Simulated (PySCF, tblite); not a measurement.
# CH2NSeSi radical: geometry, infrared bands and EPR parameters

What infrared bands and EPR parameters should CH2NSeSi radical (`N#C[SiH2][Se]`) show?

The runs use tblite 0.8.0 and PySCF 2.14.0, with density-fitted response routines of our own; the level of theory stands in each step. All values are computed, except where a source is named. Atoms are numbered from 0 throughout.

## (1) The starting structure

6 atoms, charge 0, multiplicity 2; geometry from: force field or distance geometry start.

Bonds of the start (Å): N0–C1 1.16, C1–Si2 1.82, Si2–Se3 2.29, Si2–H4 1.46, Si2–H5 1.48.

## (2) Optimising the geometry with GFN2-xTB

What the job is given:

```
{"job": {"kind": "relax", "xc": "GFN2-xTB", "basis": "xTB"}, "charge": 0, "multiplicity": 2}
N      2.435500     0.348600     0.033300
C      1.297400     0.128200     0.006600
Si    -0.485500    -0.219100    -0.014800
Se    -1.660100     1.746600    -0.063800
H     -0.742600    -1.041500    -1.197800
H     -0.841500    -0.960800     1.215000
```

Launch:

```
$ OMP_NUM_THREADS=1 python probes_run.py task.json out
```

This one command runs all jobs of the session in turn.

**Question.** This job is followed by: GFN2-xTB harmonic vibrations, gas phase; UKS B3LYP, def2-TZVP-core on Se, pcH-1 on C H N Si, non-relativistic, mean-field spin-orbit, GIAO. Predict these results of the whole session: strongest single infrared mode (GFN2-xTB); zero-point energy (GFN2-xTB); g(iso) (B3LYP); ⟨S²⟩; largest a(iso) (averaged by class); potential on the surface of density 0.002 e/bohr³, 1st and 99th percentile; property runs in this session.

**Answer**, as computed:

| quantity | value |
| --- | --- |
| strongest single infrared mode (GFN2-xTB) | 2297 cm⁻¹, 278 km/mol |
| zero-point energy (GFN2-xTB) | 15.7 kcal/mol |
| g(iso) (B3LYP) | 3.37441 |
| ⟨S²⟩ | 0.753 (exact 0.75) |
| largest a(iso) (averaged by class) | 1H on H4, H5, 53.2 MHz |
| potential on the surface of density 0.002 e/bohr³, 1st and 99th percentile | -1.69 V and 1.78 V |
| property runs in this session | 1, of which 0 failed and 1 gave unsound results |

In words: Relaxing lowered the energy by 0.064 eV in 23 steps; the close pair that moved most is C1–Si2, from 1.817 to 1.870 Å. No mode is imaginary among the 12: a minimum at this level. Unscaled tight-binding wavenumbers are off by several per cent, some by more. Its intensities can rank the bands wrongly. Most of the unpaired spin sits on Se3 (0.98 e). The isotropic g lies 1372.1 ppt above the free-electron value. These values are not to be trusted: the run shows nearly degenerate orbitals, where second-order g theory doesn't apply. The hyperfine terms hold no scalar relativity, which the heavier nuclei need. Their spin-orbit part is missing too, as the state is near-degenerate. The conformer search found further structures of the same energy, which may be mirror or relabelled copies of this one.
